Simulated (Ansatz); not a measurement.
# CH6GeSi (SMILES [CH2]1[SiH2][GeH2]1) at PBE0/cc-pVDZ

Aim: the electronic atomisation energy of CH6GeSi at PBE0/cc-pVDZ, from 5 runs. 

Program for the calculation: Ansatz 0.2.0.

65 further runs of the same task are left out: 65 set aside as unsound or not needed.

## (1) The structure to begin with

The species is CH6GeSi (9 atoms), meant as a singlet with charge 0. As SMILES, `[CH2]1[SiH2][GeH2]1`. Geometry: relaxed at PBE0-D4/def2-TZVP.

Bond lengths: C1–Si2 1.880 Å, C1–Ge3 2.007 Å, Si2–Ge3 2.297 Å, C1–H4 1.087 Å, C1–H5 1.087 Å, Si2–H6 1.482 Å, Si2–H7 1.482 Å, Ge3–H8 1.529 Å, Ge3–H9 1.529 Å. Some angles: C1–Si2–Ge3 56.4°, Si2–C1–Ge3 72.4°, C1–Ge3–Si2 51.3°, C1–Si2–H6 117.1°, C1–Si2–H7 117.1°, Ge3–Si2–H6 121.0°, Ge3–Si2–H7 120.9°, Si2–C1–H4 117.9°, Si2–C1–H5 117.9°, Ge3–C1–H4 115.8°.

## (2) A single-point energy at PBE0/cc-pVDZ

molecule.yaml

```yaml
crystal:
  periodic: [false, false, false]
  atoms:
    - {symbol: C, position_ang: [-0.726700, 0.082100, -0.693700]}
    - {symbol: Si, position_ang: [0.887500, 0.879500, -0.151400]}
    - {symbol: Ge, position_ang: [-0.040700, -0.948100, 0.885700]}
    - {symbol: H, position_ang: [-1.647500, 0.636600, -0.532900]}
    - {symbol: H, position_ang: [-0.737600, -0.453300, -1.639500]}
    - {symbol: H, position_ang: [0.802100, 2.227300, 0.458900]}
    - {symbol: H, position_ang: [2.050400, 0.731400, -1.058000]}
    - {symbol: H, position_ang: [0.399400, -2.377500, 0.568600]}
    - {symbol: H, position_ang: [-0.898400, -0.824300, 2.145300]}
basis:
  gaussian:
    orbitals: cc-pVDZ
hamiltonian:
  xc: {name: PBE0}
accuracy: high
output: {orbitals: {seedname: orbitals}}
```

The run is started by

```bash
$ ansatz run molecule.yaml --threads 1 --pin off --max-ram 3480MiB --events-out events.jsonl --progress --plain --runs-dir runs
```

Log:

```text
Warning: RAYON_NUM_THREADS=1 ignored (pool sized by the plan → 1); use --threads N
Functional definition: PBE0
  name "PBE0"
  parameter a = 0.25
  parameter kappa = 0.804
  parameter beta = 0.06672455060314922
  exchange = (1 - a)*pbe_x(kappa = kappa, mu = beta*pi^2/3) + a*exact_x
  correlation = pbe_c(beta = beta)
2079 factors; integrals over basis functions are off by at most 4.8e-9 eV
mean field evaluation 1: about -65511.5096 eV, gradient 4.5e1 eV
mean field evaluation 2: about -65505.1338 eV, gradient 6.1e1 eV
mean field evaluation 4: about -65516.5033 eV, gradient 9.5e-1 eV
mean field evaluation 8: about -65516.6356 eV, gradient 1.1e-1 eV
mean field evaluation 16: about -65516.6356 eV, gradient 5.1e-6 eV
mean field -65516.63563986 eV, -2407.6919509943 hartree, gradient 4.4e-8 eV, S^2 0.000000; 0 other end points of the search recorded, 0 dependent functions left out
reference -65516.63564247 eV, -2407.6919510901 hartree; 29, 29 occupied and 60, 60 virtual orbitals, 2079 factors
Total energy: -65516.63564247 eV, -2407.6919510901 hartree
```

It took 9 s on 1 thread of Arm Neoverse V2, shared host; peak memory 0.34 GiB.

## (3) The C atom at the same level

input.yaml

```yaml
crystal:
  periodic: [false, false, false]
  atoms:
    - {symbol: C, position_ang: [0.000000, 0.000000, 0.000000]}
basis:
  gaussian: {orbitals: cc-pVDZ}
magnetization: {spin_polarized: true, initial_magnetization: 2}
hamiltonian: {xc: {name: PBE0}}
accuracy: high
```

The run is started by

```bash
$ ansatz run input.yaml --threads 1 --pin off --max-ram 3480MiB --events-out events.jsonl --progress --plain --runs-dir runs
```

Log:

```text
Warning: RAYON_NUM_THREADS=1 ignored (pool sized by the plan → 1); use --threads N
Functional definition: PBE0
  name "PBE0"
  parameter a = 0.25
  parameter kappa = 0.804
  parameter beta = 0.06672455060314922
  exchange = (1 - a)*pbe_x(kappa = kappa, mu = beta*pi^2/3) + a*exact_x
  correlation = pbe_c(beta = beta)
96 factors; integrals over basis functions are off by at most 1.3e-9 eV
mean field evaluation 1: about -1028.4861 eV, gradient 3.4e0 eV
mean field evaluation 2: about -1028.5584 eV, gradient 8.1e-1 eV
mean field evaluation 4: about -1028.5632 eV, gradient 2.3e-1 eV
mean field evaluation 8: about -1028.5635 eV, gradient 4.2e-5 eV
mean field -1028.56354602 eV, -37.7990131308 hartree, gradient 4.9e-8 eV, S^2 2.002560; 0 other end points of the search recorded, 0 dependent functions left out
reference -1028.56354732 eV, -37.7990131785 hartree; 4, 2 occupied and 10, 12 virtual orbitals, 96 factors
Total energy: -1028.56354732 eV, -37.7990131785 hartree
```

Wall time 0.24 s (1 thread of Arm Neoverse V2, shared host).

## (4) The Ge atom at the same level

in.yaml

```yaml
crystal:
  periodic: [false, false, false]
  atoms:
    - symbol: Ge
      position_ang: [0.000000, 0.000000, 0.000000]
basis:
  gaussian:
    orbitals: cc-pVDZ
magnetization:
  spin_polarized: true
  initial_magnetization: 2
hamiltonian:
  xc: pbe0
accuracy: high
```

The run is started by

```bash
$ ansatz run in.yaml --threads 1 --pin off --max-ram 3480MiB --events-out events.jsonl --progress --plain --runs-dir runs
```

Log:

```text
Warning: RAYON_NUM_THREADS=1 ignored (pool sized by the plan → 1); use --threads N
Functional definition: PBE0
  name "PBE0"
  parameter a = 0.25
  parameter kappa = 0.804
  parameter beta = 0.06672455060314922
  exchange = (1 - a)*pbe_x(kappa = kappa, mu = beta*pi^2/3) + a*exact_x
  correlation = pbe_c(beta = beta)
260 factors; integrals over basis functions are off by at most 4.5e-9 eV
mean field evaluation 1: about -56507.8735 eV, gradient 1.9e0 eV
mean field evaluation 2: about -56507.9132 eV, gradient 3.1e-1 eV
mean field evaluation 4: about -56507.9143 eV, gradient 3.1e-1 eV
mean field evaluation 8: about -56507.9156 eV, gradient 8.0e-4 eV
mean field -56507.91560589 eV, -2076.6275960757 hartree, gradient 2.8e-8 eV, S^2 2.002923; 0 other end points of the search recorded, 0 dependent functions left out
reference -56507.91560738 eV, -2076.6275961302 hartree; 17, 15 occupied and 10, 12 virtual orbitals, 260 factors
Total energy: -56507.91560738 eV, -2076.6275961302 hartree
```

Wall time 0.94 s (1 thread of Arm Neoverse V2, shared host).

## (5) The H atom, same level

in.yaml

```yaml
basis:
  gaussian:
    orbitals: cc-pVDZ
crystal:
  periodic: [false, false, false]
  atoms:
    - {symbol: H, position_ang: [0.000000, 0.000000, 0.000000]}
magnetization:
  spin_polarized: true
  initial_magnetization: 1
accuracy: high
hamiltonian:
  xc: {name: PBE0}
```

The run is started by

```bash
$ ansatz run in.yaml --threads 1 --pin off --max-ram 3480MiB --events-out events.jsonl --progress --plain --runs-dir runs
```

Log:

```text
Warning: RAYON_NUM_THREADS=1 ignored (pool sized by the plan → 1); use --threads N
Functional definition: PBE0
  name "PBE0"
  parameter a = 0.25
  parameter kappa = 0.804
  parameter beta = 0.06672455060314922
  exchange = (1 - a)*pbe_x(kappa = kappa, mu = beta*pi^2/3) + a*exact_x
  correlation = pbe_c(beta = beta)
15 factors; integrals over basis functions are off by at most 4.6e-8 eV
mean field evaluation 1: about -13.6122 eV, gradient 3.3e-1 eV
mean field evaluation 2: about -13.6122 eV, gradient 3.3e-1 eV
mean field evaluation 4: about -13.6136 eV, gradient 4.5e-6 eV
mean field evaluation 8: about -13.6136 eV, gradient 8.9e-11 eV
mean field -13.61357941 eV, -0.5002898156 hartree, gradient 1.3e-10 eV, S^2 0.750000; 0 other end points of the search recorded, 0 dependent functions left out
reference -13.61358076 eV, -0.5002898653 hartree; 1, 0 occupied and 4, 5 virtual orbitals, 15 factors
Total energy: -13.61358076 eV, -0.5002898653 hartree
```

It took 0.1 s on 1 thread of Arm Neoverse V2, shared host.

## (6) The Si atom at the same level

job.yaml

```yaml
crystal:
  periodic: [false, false, false]
  atoms:
    - {symbol: Si, position_ang: [0.000000, 0.000000, 0.000000]}
basis:
  gaussian:
    orbitals: cc-pVDZ
magnetization:
  spin_polarized: true
  initial_magnetization: 2
hamiltonian:
  xc: pbe0
accuracy: high
```

Run the same way, it converges to -289.24736 Eh (log not shown).

## (7) Results

At PBE0/cc-pVDZ:

| quantity | value |
| --- | --- |
| molecule: total energy | -2407.69195 Eh |
| molecule: HOMO energy | -6.55 eV |
| molecule: LUMO energy | -0.10 eV |
| molecule: HOMO–LUMO gap | 6.45 eV |
| C atom: total energy | -37.79901 Eh |
| C atom: ⟨S²⟩ | 2.003 |
| Ge atom: total energy | -2076.62760 Eh |
| Ge atom: ⟨S²⟩ | 2.003 |
| H atom: total energy | -0.50029 Eh |
| H atom: ⟨S²⟩ | 0.750 |
| Si atom: total energy | -289.24736 Eh |
| Si atom: ⟨S²⟩ | 2.004 |
| electronic atomisation energy | 27.653 eV |

In words: Taking the molecule apart into free atoms costs 27.65 eV (2668 kJ/mol), before zero-point energy and without spin-orbit coupling.
